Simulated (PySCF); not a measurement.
# H6NPm (Pm(H)3(NH3)): the cost of one run

The runs use PySCF 2.14.0; several levels, as the steps say, no spin–orbit coupling.

1 further run of the same task is left out (for a known fault of the program).

## (1) Where the work starts

8 atoms, charge 0, spin multiplicity 1.

Bond lengths: Pm1–H2 2.092 Å, Pm1–H3 2.092 Å, Pm1–H4 2.092 Å, Pm1–N5 2.581 Å, N5–H6 1.022 Å, N5–H7 1.022 Å, N5–H8 1.022 Å. Angles: H2–Pm1–H3 118.4°, H2–Pm1–H4 118.4°, H2–Pm1–N5 97.4°, H3–Pm1–H4 118.4°, H3–Pm1–N5 97.4°, H4–Pm1–N5 97.4°, Pm1–N5–H6 112.5°, Pm1–N5–H7 112.5°, Pm1–N5–H8 112.5°, H6–N5–H7 106.3°, H6–N5–H8 106.3°, H7–N5–H8 106.3°.

Coordinates:

```
Pm    0.2549   -0.2549    0.2549
H     1.2575    1.2828    1.2575
H    -1.2828   -1.2575    1.2575
H     1.2575   -1.2575   -1.2828
N    -1.2351    1.2351   -1.2351
H    -1.8464    1.8464   -0.6892
H    -0.6892    1.8464   -1.8464
H    -1.8464    0.6892   -1.8464
```

Formal oxidation states: Pm +3. Each metal's 4 4f electrons lie in its core potential, so multiplicities, spins and levels count the valence alone. An earlier session relaxed this geometry at PBE0, Pm lcecp-1-SVP with ECP50, H def2-SVP, N def2-SVP (singlet, point group C3v).

At PBE0 on the finer grid: E = -92.293597 Eh, HOMO -6.12 eV, LUMO -0.61 eV, Mulliken charge on Pm1 +0.59 e, largest force component 0.002 eV/Å. 

Levels to run: r2SCAN; HF; PBE0, TZVP. Hardware: 2 threads of Intel Xeon at 2.50GHz (Skylake/Cascade Lake), shared host.

## (2) r2SCAN

File run.py (the lines that set the calculation):

```python
mol = gto.M(atom='''
Pm     0.25493    -0.25493     0.25493
H      1.25746     1.28278     1.25746
H     -1.28278    -1.25746     1.25746
H      1.25746    -1.25746    -1.28278
N     -1.23512     1.23512    -1.23512
H     -1.84642     1.84642    -0.68920
H     -0.68920     1.84642    -1.84642
H     -1.84642     0.68920    -1.84642''',
    basis={'Pm': 'lcecp-1-SVP', 'H': 'def2-SVP', 'N': 'def2-SVP'},
    ecp={'Pm': 'lcecp-1-SVP'},
    charge=0, spin=0)
mf = dft.RKS(mol, xc='R2SCAN')
mf.grids.atom_grid = (75, 302)  # f atoms: unpruned, at least (60, 302)
mf = mf.density_fit()  # fitting sets: Pm AutoAux, H def2-universal-JKFIT, N def2-universal-JKFIT
mf.conv_tol = 1e-08; mf.max_cycle = 55
mf.kernel(dm0)  # dm0: the density of the relaxed state
```

Started as:

```console
$ OMP_NUM_THREADS=2 python run.py
```

**Question.** How long does this run take on 2 threads of Intel Xeon at 2.50GHz (Skylake/Cascade Lake), shared host?

About 15 s.
